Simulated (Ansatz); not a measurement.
# C₂H₄AlF: one structure at several levels

A test off equilibrium: a structure displaced at random from a GFN2-xTB minimum is computed at several levels, and each is set against CCSD(T).

Computed with Ansatz 0.2.0, Gaussian basis. Level: single points in def2-TZVPP.

Cores are frozen in the correlated methods.

## 1. Where the work starts

SMILES `C=[CH][AlH][F]`, 8 atoms, charge 0, spin multiplicity 1.

Atoms are counted from 1 here; the program's logs count them from 0.

Bond lengths: C1–C2 1.361 Å, C1–H5 1.109 Å, C1–H6 1.052 Å, C2–Al3 1.970 Å, C2–H7 1.073 Å, Al3–F4 1.648 Å, Al3–H8 1.505 Å. Angles: C2–C1–H5 119.2°, C2–C1–H6 123.5°, H5–C1–H6 117.2°, C1–C2–Al3 119.7°, C1–C2–H7 116.5°, Al3–C2–H7 123.8°, C2–Al3–F4 123.5°, C2–Al3–H8 123.1°, F4–Al3–H8 113.4°.

Geometry (Å):

```csv
atom,x (Å),y (Å),z (Å)
C1,0.65040,1.29200,-0.07080
C2,-0.17990,0.40690,0.54570
Al3,-0.43850,-1.38740,-0.22630
F4,-1.40520,-2.53740,0.45010
H5,1.17000,0.98740,-1.00220
H6,0.80510,2.27610,0.26700
H7,-0.70010,0.76420,1.41320
H8,0.23910,-1.84440,-1.49050
```

## 2. CCSD(T)/def2-TZVPP

run/in.yaml reads:

```yaml
crystal:
  periodic: [false, false, false]
  atoms:
    - {symbol: C, position_ang: [0.650400, 1.292000, -0.070800]}
    - {symbol: C, position_ang: [-0.179900, 0.406900, 0.545700]}
    - {symbol: Al, position_ang: [-0.438500, -1.387400, -0.226300]}
    - {symbol: F, position_ang: [-1.405200, -2.537400, 0.450100]}
    - {symbol: H, position_ang: [1.170000, 0.987400, -1.002200]}
    - {symbol: H, position_ang: [0.805100, 2.276100, 0.267000]}
    - {symbol: H, position_ang: [-0.700100, 0.764200, 1.413200]}
    - {symbol: H, position_ang: [0.239100, -1.844400, -1.490500]}
basis:
  gaussian: {orbitals: def2-TZVPP}
correlation: {method: ccsd_t}
output: {forces: true}
```

The run is started by

```console
> ansatz run in.yaml --threads 8 --pin off --events-out ev --progress --plain --max-ram 10444MiB
```

The program printed, shortened:

```text
Functional definition: HF
  name "HF"
  cite "Fock, Z. Phys. 61, 126 (1930) doi:10.1007/BF01340294"
  parent pbe
[...]
1143 factors; integrals over basis functions are off by at most 9.3e-4 eV
[...]
mean field -11416.68069988 eV, -419.5552772166 hartree, gradient 5.2e-6 eV, S^2 0.000000; 0 other end points of the search recorded, 0 dependent functions left out; unrestricted orbitals would lower it
8 core orbitals not correlated: weight in the atoms' cores, before any rotation towards them, 1.000 or more for the frozen orbitals, at most 0.000 for the correlated occupied ones
reference -11416.68069988 eV, -419.5552772166 hartree; 11, 11 occupied and 172, 172 virtual orbitals, 1143 factors
second order -17.71219900 eV of doubles, -0.00000000 eV of singles
cycle   1  -17.93084477 eV  change   -2.2e-1 eV  update   9.3e-2
[...]
cycle  11  -18.46388499 eV  change    1.1e-5 eV  update   3.4e-6
perturbative correction -0.69049288 eV, -0.0253751452 hartree
[...]
working
Total energy: -11435.83507775 eV, -420.2591876199 hartree
Atom 0 at     0.650400     1.292000    -0.070800 Å, force    -0.331871    -2.002011    -0.947656 eV/Å
Atom 1 at    -0.179900     0.406900     0.545700 Å, force     0.310165    -0.185392    -0.740681 eV/Å
Atom 2 at    -0.438500    -1.387400    -0.226300 Å, force    -0.204891     0.711102     0.837904 eV/Å
Atom 3 at    -1.405200    -2.537400     0.450100 Å, force    -0.178723     0.004986     0.238378 eV/Å
Atom 4 at     1.170000     0.987400    -1.002200 Å, force    -0.176763     0.334247     0.619699 eV/Å
Atom 5 at     0.805100     2.276100     0.267000 Å, force     0.223174     1.168884     0.408776 eV/Å
Atom 6 at    -0.700100     0.764200     1.413200 Å, force    -0.197808     0.155776     0.514271 eV/Å
Atom 7 at     0.239100    -1.844400    -1.490500 Å, force     0.556717    -0.187591    -0.930690 eV/Å
Dipole moment:     0.167445     0.361379    -0.045263 e Å
```

It took 2.2 min on 8 threads of Arm Neoverse N1, shared host; peak memory 4.6 GiB.

## 3. PBE0-D4/def2-TZVPP

run/in.yaml, as its differences from that of step 2:

```diff
@@ -13,3 +13,3 @@
   gaussian: {orbitals: def2-TZVPP}
-correlation: {method: ccsd_t}
-output: {forces: true}
+hamiltonian: {xc: pbe0, dispersion: d4}
+output: {forces: true, orbitals: {seedname: orbitals}}
```

The run is started by

```console
> ansatz run in.yaml --threads 8 --pin off --events-out ev --progress --plain --max-ram 10444MiB
```

The program printed, shortened:

```text
Functional definition: PBE0
  name "PBE0"
  cite "Adamo & Barone, J. Chem. Phys. 110, 6158 (1999) doi:10.1063/1.478522"
  cite "Perdew, Burke & Ernzerhof, Phys. Rev. Lett. 77, 3865 (1996) doi:10.1103/PhysRevLett.77.3865"
[... 1 set-up line as earlier in the session ...]
[...]
1052 factors; their error is unknown
[...]
mean field -11447.93254208 eV, -420.7037612341 hartree, gradient 2.5e-5 eV, S^2 0.000000; 0 other end points of the search recorded, 0 dependent functions left out
[...]
reference -11447.93257331 eV, -420.7037623816 hartree; 19, 19 occupied and 172, 172 virtual orbitals, 1052 factors
Total energy: -11448.03712418 eV, -420.7076045554 hartree
Atom 0 at     0.650400     1.292000    -0.070800 Å, force    -0.826289    -2.587885    -0.619008 eV/Å
Atom 1 at    -0.179900     0.406900     0.545700 Å, force     0.793323     0.275475    -1.137009 eV/Å
Atom 2 at    -0.438500    -1.387400    -0.226300 Å, force    -0.232948     0.822759     0.947735 eV/Å
Atom 3 at    -1.405200    -2.537400     0.450100 Å, force    -0.131646     0.055018     0.202016 eV/Å
Atom 4 at     1.170000     0.987400    -1.002200 Å, force    -0.171675     0.333928     0.614896 eV/Å
Atom 5 at     0.805100     2.276100     0.267000 Å, force     0.219608     1.189988     0.427045 eV/Å
Atom 6 at    -0.700100     0.764200     1.413200 Å, force    -0.215011     0.127259     0.523258 eV/Å
Atom 7 at     0.239100    -1.844400    -1.490500 Å, force     0.564638    -0.216543    -0.958932 eV/Å
Dipole moment:     0.179887     0.383353    -0.049543 e Å
```

Wall time 1.9 s (8 threads of Arm Neoverse N1, shared host); peak memory 0.41 GiB.

## 4. wB97M-V/def2-TZVPP

run/in.yaml, as its differences from that of step 3:

```diff
@@ -13,3 +13,3 @@
   gaussian: {orbitals: def2-TZVPP}
-hamiltonian: {xc: pbe0, dispersion: d4}
-output: {forces: true, orbitals: {seedname: orbitals}}
+hamiltonian: {xc: {name: wB97M-V}}
+output: {forces: true}
```

The run is started by

```console
> ansatz run in.yaml --threads 8 --pin off --events-out ev --progress --plain --max-ram 10444MiB
```

The program printed, shortened:

```text
Functional definition: wB97M-V
  name "wB97M-V"
  cite "Mardirossian & Head-Gordon, J. Chem. Phys. 144, 214110 (2016) doi:10.1063/1.4952647"
  cite "Becke, J. Chem. Phys. 107, 8554 (1997) doi:10.1063/1.475007"
  cite "Vydrov & Van Voorhis, J. Chem. Phys. 133, 244103 (2010) doi:10.1063/1.3521275"
  # Of w^i u^j: cxij and so on, Table III.
[...]
  gx(w, u) = 1 - cx + cx01*u + cx10*w
  gss(w, u) = css00 + css04*u^4 + css10*w + css20*w^2 + css43*w^4*u^3
  gos(w, u) = cos00 + cos10*w + (cos20 + cos21*u)*w^2 + (cos60 + cos61*u)*w^6
[...]
      + integral(e_c_pw_mod_opposite_spin*gos(b97_w_opposite, b97_u_opposite)) + vv10(b, c)
1024 factors; their error is unknown
252 factors; integrals over basis functions are off by at most 1.2e-5 eV
[...]
mean field -11454.24611741 eV, -420.9357808481 hartree, gradient 3.7e-5 eV, S^2 0.000000; 0 other end points of the search recorded, 0 dependent functions left out
[...]
reference -11454.24616831 eV, -420.9357827183 hartree; 19, 19 occupied and 172, 172 virtual orbitals, 1024 factors
Total energy: -11454.24616831 eV, -420.9357827183 hartree
Atom 0 at     0.650400     1.292000    -0.070800 Å, force    -0.831667    -2.564004    -0.603874 eV/Å
Atom 1 at    -0.179900     0.406900     0.545700 Å, force     0.783697     0.297365    -1.114143 eV/Å
Atom 2 at    -0.438500    -1.387400    -0.226300 Å, force    -0.078735     0.883211     0.764076 eV/Å
Atom 3 at    -1.405200    -2.537400     0.450100 Å, force    -0.199745    -0.021224     0.252826 eV/Å
Atom 4 at     1.170000     0.987400    -1.002200 Å, force    -0.201775     0.340125     0.661792 eV/Å
Atom 5 at     0.805100     2.276100     0.267000 Å, force     0.201752     1.104285     0.404070 eV/Å
Atom 6 at    -0.700100     0.764200     1.413200 Å, force    -0.167881     0.126259     0.461350 eV/Å
Atom 7 at     0.239100    -1.844400    -1.490500 Å, force     0.494355    -0.166016    -0.826097 eV/Å
Dipole moment:     0.171627     0.369325    -0.046777 e Å
```

It took 4.9 s on 8 threads of Arm Neoverse N1, shared host; peak memory 0.53 GiB.

## 5. r2SCAN-D4/def2-TZVPP

run/in.yaml, as its differences from that of step 4:

```diff
@@ -13,3 +13,3 @@
   gaussian: {orbitals: def2-TZVPP}
-hamiltonian: {xc: {name: wB97M-V}}
+hamiltonian: {xc: r2scan, dispersion: d4}
 output: {forces: true}
```

The run is started by

```console
> ansatz run in.yaml --threads 8 --pin off --events-out ev --progress --plain --max-ram 10444MiB
```

The program printed, shortened:

```text
Functional definition: r2SCAN
  name "r2SCAN"
  cite "Furness, Kaplan, Ning, Perdew & Sun, J. Phys. Chem. Lett. 11, 8208 (2020) doi:10.1021/acs.jpclett.0c02405"
  cite "Furness, Kaplan, Ning, Perdew & Sun, J. Phys. Chem. Lett. 11, 9248 (2020) doi:10.1021/acs.jpclett.0c03077"
  parent r2scan
[...]
1021 factors; their error is unknown
[...]
mean field -11453.20100511 eV, -420.8973736792 hartree, gradient 6.7e-5 eV, S^2 0.000000; 0 other end points of the search recorded, 0 dependent functions left out
[...]
reference -11453.20101781 eV, -420.8973741460 hartree; 19, 19 occupied and 172, 172 virtual orbitals, 1021 factors
Total energy: -11453.23072811 eV, -420.8984659795 hartree
Atom 0 at     0.650400     1.292000    -0.070800 Å, force    -0.714472    -2.426461    -0.674589 eV/Å
Atom 1 at    -0.179900     0.406900     0.545700 Å, force     0.666491     0.094725    -1.069711 eV/Å
Atom 2 at    -0.438500    -1.387400    -0.226300 Å, force    -0.205447     0.832560     0.912995 eV/Å
Atom 3 at    -1.405200    -2.537400     0.450100 Å, force    -0.158884     0.023487     0.221353 eV/Å
Atom 4 at     1.170000     0.987400    -1.002200 Å, force    -0.157266     0.333016     0.594347 eV/Å
Atom 5 at     0.805100     2.276100     0.267000 Å, force     0.226538     1.195888     0.418421 eV/Å
Atom 6 at    -0.700100     0.764200     1.413200 Å, force    -0.215595     0.154282     0.541099 eV/Å
Atom 7 at     0.239100    -1.844400    -1.490500 Å, force     0.558635    -0.207498    -0.943915 eV/Å
Dipole moment:     0.171637     0.378945    -0.040001 e Å
```

Run time: 2.9 s. Hardware: 8 threads of Arm Neoverse N1, shared host; peak memory 0.24 GiB.

## 6. PBE-D4/def2-TZVPP

run/in.yaml, as its differences from that of step 5:

```diff
@@ -13,3 +13,3 @@
   gaussian: {orbitals: def2-TZVPP}
-hamiltonian: {xc: r2scan, dispersion: d4}
+hamiltonian: {xc: pbe, dispersion: d4}
 output: {forces: true}
```

The run is started by

```console
> ansatz run in.yaml --threads 8 --pin off --events-out ev --progress --plain --max-ram 10444MiB
```

The program printed, shortened:

```text
Functional definition: PBE
  name "PBE"
[... 2 set-up lines as earlier in the session ...]
[...]
1021 factors; their error is unknown
[...]
mean field -11447.03461025 eV, -420.6707628479 hartree, gradient 3.9e-5 eV, S^2 0.000000; 0 other end points of the search recorded, 0 dependent functions left out
[...]
reference -11447.03465316 eV, -420.6707644249 hartree; 19, 19 occupied and 172, 172 virtual orbitals, 1021 factors
Total energy: -11447.15909772 eV, -420.6753376781 hartree
Atom 0 at     0.650400     1.292000    -0.070800 Å, force    -0.615242    -2.342247    -0.731442 eV/Å
Atom 1 at    -0.179900     0.406900     0.545700 Å, force     0.592160    -0.008631    -1.001061 eV/Å
Atom 2 at    -0.438500    -1.387400    -0.226300 Å, force    -0.033398     1.044991     0.791232 eV/Å
Atom 3 at    -1.405200    -2.537400     0.450100 Å, force    -0.429082    -0.315293     0.400810 eV/Å
Atom 4 at     1.170000     0.987400    -1.002200 Å, force    -0.048824     0.269040     0.390031 eV/Å
Atom 5 at     0.805100     2.276100     0.267000 Å, force     0.261766     1.417866     0.492231 eV/Å
Atom 6 at    -0.700100     0.764200     1.413200 Å, force    -0.346317     0.192762     0.720913 eV/Å
Atom 7 at     0.239100    -1.844400    -1.490500 Å, force     0.618936    -0.258487    -1.062714 eV/Å
Dipole moment:     0.169601     0.373552    -0.039392 e Å
```

Run time: 1.2 s. Hardware: 8 threads of Arm Neoverse N1, shared host; peak memory 0.21 GiB.

## 7. LC-wPBE/def2-TZVPP

run/in.yaml, as its differences from that of step 6:

```diff
@@ -13,3 +13,3 @@
   gaussian: {orbitals: def2-TZVPP}
-hamiltonian: {xc: pbe, dispersion: d4}
+hamiltonian: {xc: {name: LC-wPBE}}
 output: {forces: true}
```

The run is started by

```console
> ansatz run in.yaml --threads 8 --pin off --events-out ev --progress --plain --max-ram 10444MiB
```

The program printed, shortened:

```text
Functional definition: LC-wPBE
  name "LC-wPBE"
  cite "Vydrov & Scuseria, J. Chem. Phys. 125, 234109 (2006) doi:10.1063/1.2409292"
  cite "Heyd & Scuseria, J. Chem. Phys. 120, 7274 (2004) doi:10.1063/1.1668634"
  cite "Ernzerhof & Perdew, J. Chem. Phys. 109, 3313 (1998) doi:10.1063/1.476928"
[... 2 set-up lines as earlier in the session ...]
[...]
1021 factors; their error is unknown
339 factors; integrals over basis functions are off by at most 2.4e-5 eV
[...]
mean field -11451.09217367 eV, -420.8198755531 hartree, gradient 8.9e-6 eV, S^2 0.000000; 0 other end points of the search recorded, 0 dependent functions left out
[...]
reference -11451.09217367 eV, -420.8198755534 hartree; 19, 19 occupied and 172, 172 virtual orbitals, 1021 factors
Total energy: -11451.09217367 eV, -420.8198755534 hartree
Atom 0 at     0.650400     1.292000    -0.070800 Å, force    -1.048835    -2.851083    -0.479889 eV/Å
Atom 1 at    -0.179900     0.406900     0.545700 Å, force     0.997431     0.468432    -1.313216 eV/Å
Atom 2 at    -0.438500    -1.387400    -0.226300 Å, force    -0.123489     0.952089     0.877307 eV/Å
Atom 3 at    -1.405200    -2.537400     0.450100 Å, force    -0.187166    -0.008763     0.241646 eV/Å
Atom 4 at     1.170000     0.987400    -1.002200 Å, force    -0.192301     0.334369     0.649663 eV/Å
Atom 5 at     0.805100     2.276100     0.267000 Å, force     0.203597     1.168093     0.439774 eV/Å
Atom 6 at    -0.700100     0.764200     1.413200 Å, force    -0.183089     0.134989     0.489618 eV/Å
Atom 7 at     0.239100    -1.844400    -1.490500 Å, force     0.533853    -0.198125    -0.904903 eV/Å
Dipole moment:     0.174749     0.369237    -0.052089 e Å
```

Run time: 1.7 s. Hardware: 8 threads of Arm Neoverse N1, shared host; peak memory 0.27 GiB.

## 8. CAM-B3LYP-D4/def2-TZVPP

run/in.yaml, as its differences from that of step 7:

```diff
@@ -13,3 +13,3 @@
   gaussian: {orbitals: def2-TZVPP}
-hamiltonian: {xc: {name: LC-wPBE}}
+hamiltonian: {xc: {name: CAM-B3LYP}, dispersion: d4}
 output: {forces: true}
```

The run is started by

```console
> ansatz run in.yaml --threads 8 --pin off --events-out ev --progress --plain --max-ram 10444MiB
```

The program printed, shortened:

```text
Functional definition: CAM-B3LYP
  name "CAM-B3LYP"
  cite "Yanai, Tew & Handy, Chem. Phys. Lett. 393, 51 (2004) doi:10.1016/j.cplett.2004.06.011"
  cite "Iikura, Tsuneda, Yanai & Hirao, J. Chem. Phys. 115, 3540 (2001) doi:10.1063/1.1383587"
  cite "Becke, Phys. Rev. A 38, 3098 (1988) doi:10.1103/PhysRevA.38.3098"
  cite "Lee, Yang & Parr, Phys. Rev. B 37, 785 (1988) doi:10.1103/PhysRevB.37.785"
  cite "Vosko, Wilk & Nusair, Can. J. Phys. 58, 1200 (1980) doi:10.1139/p80-159"
[...]
  # Exact exchange under (alpha + beta erf(omega r))/r, Becke's under what is left of 1/r.
[...]
1040 factors; their error is unknown
261 factors; integrals over basis functions are off by at most 1.4e-5 eV
[...]
mean field -11454.80300898 eV, -420.9562462355 hartree, gradient 3.2e-5 eV, S^2 0.000000; 0 other end points of the search recorded, 0 dependent functions left out
[...]
reference -11454.80313414 eV, -420.9562508351 hartree; 19, 19 occupied and 172, 172 virtual orbitals, 1040 factors
Total energy: -11454.90913576 eV, -420.9601463228 hartree
Atom 0 at     0.650400     1.292000    -0.070800 Å, force    -0.921558    -2.666121    -0.542919 eV/Å
Atom 1 at    -0.179900     0.406900     0.545700 Å, force     0.875687     0.369798    -1.209731 eV/Å
Atom 2 at    -0.438500    -1.387400    -0.226300 Å, force    -0.186645     0.813861     0.879876 eV/Å
Atom 3 at    -1.405200    -2.537400     0.450100 Å, force    -0.096318     0.103211     0.180624 eV/Å
Atom 4 at     1.170000     0.987400    -1.002200 Å, force    -0.206039     0.361160     0.682685 eV/Å
Atom 5 at     0.805100     2.276100     0.267000 Å, force     0.201238     1.091891     0.399367 eV/Å
Atom 6 at    -0.700100     0.764200     1.413200 Å, force    -0.161470     0.100588     0.442773 eV/Å
Atom 7 at     0.239100    -1.844400    -1.490500 Å, force     0.495105    -0.174388    -0.832675 eV/Å
Dipole moment:     0.178647     0.376661    -0.052599 e Å
```

Run time: 2.1 s. Hardware: 8 threads of Arm Neoverse N1, shared host; peak memory 0.46 GiB.

## 9. The levels compared

```csv
method,RMS force component (eV/Å),RMS error against CCSD(T) (eV/Å),angle to CCSD(T) forces (°),dipole (D)
CCSD(T),0.667,reference,reference,1.93
PBE0-D4,0.797,0.236,15.5,2.05
wB97M-V,0.771,0.238,17.2,1.97
r2SCAN-D4,0.760,0.176,12.0,2.01
PBE-D4,0.783,0.203,13.3,1.98
LC-wPBE,0.861,0.339,21.1,1.98
CAM-B3LYP-D4,0.800,0.279,19.3,2.02
```

Energy less the free neutral atoms in their ground states at the same level (atoms from separate runs):

Differences are taken before rounding.

```csv
method,rung,energy less atoms (kcal/mol),from CCSD(T) (kcal/mol)
PBE-D4,GGA,-745.6,-26.1
r2SCAN-D4,meta-GGA,-737.1,-17.7
PBE0-D4,hybrid,-732.7,-13.2
CAM-B3LYP-D4,range-separated hybrid,-738.0,-18.5
LC-wPBE,range-separated hybrid,-732.9,-13.4
wB97M-V,range-separated hybrid,-736.6,-17.2
Hartree-Fock,wavefunction,-555.3,+164.2
MP2,wavefunction,-734.3,-14.8
CCSD,wavefunction,-709.0,+10.5
CCSD(T),wavefunction,-719.5,0
```

What each level took, beside its miss in the forces (shared host):

```csv
method,time,RMS force error (eV/Å)
CCSD(T),2.2 min,0
PBE0-D4,1.9 s,0.236
wB97M-V,4.9 s,0.238
r2SCAN-D4,2.9 s,0.176
PBE-D4,1.2 s,0.203
LC-wPBE,1.7 s,0.339
CAM-B3LYP-D4,2.1 s,0.279
```

## 10. What came out

| quantity | value |
| --- | --- |
| energy less free atoms, CCSD(T)/def2-TZVPP | -719.5 kcal/mol |
| RMS force component | 0.667 to 0.861 eV/Å over the methods |
| RMS force error | PBE0-D4 0.236, wB97M-V 0.238, r2SCAN-D4 0.176, PBE-D4 0.203, LC-wPBE 0.339, CAM-B3LYP-D4 0.279 eV/Å |
| HOMO and LUMO, PBE0-D4 | -8.22 and -1.46 eV |
| T1 diagnostic | 0.013 |

Against CCSD(T) the functionals' energies less atoms differ by -26.1 to -13.2 kcal/mol, PBE-D4 by -26.1 kcal/mol. The reference is not at the basis limit: in triple zeta CCSD(T) underbinds, which counts against methods that bind more; the gaps are no ranking. On forces the order runs from r2SCAN-D4 to LC-wPBE. Frozen-core CCSD(T) forces in triple zeta carry basis errors of their own, and this is one geometry, so small gaps rank nothing. The restricted Hartree–Fock reference is unstable towards an unrestricted one at one or more of these structures.
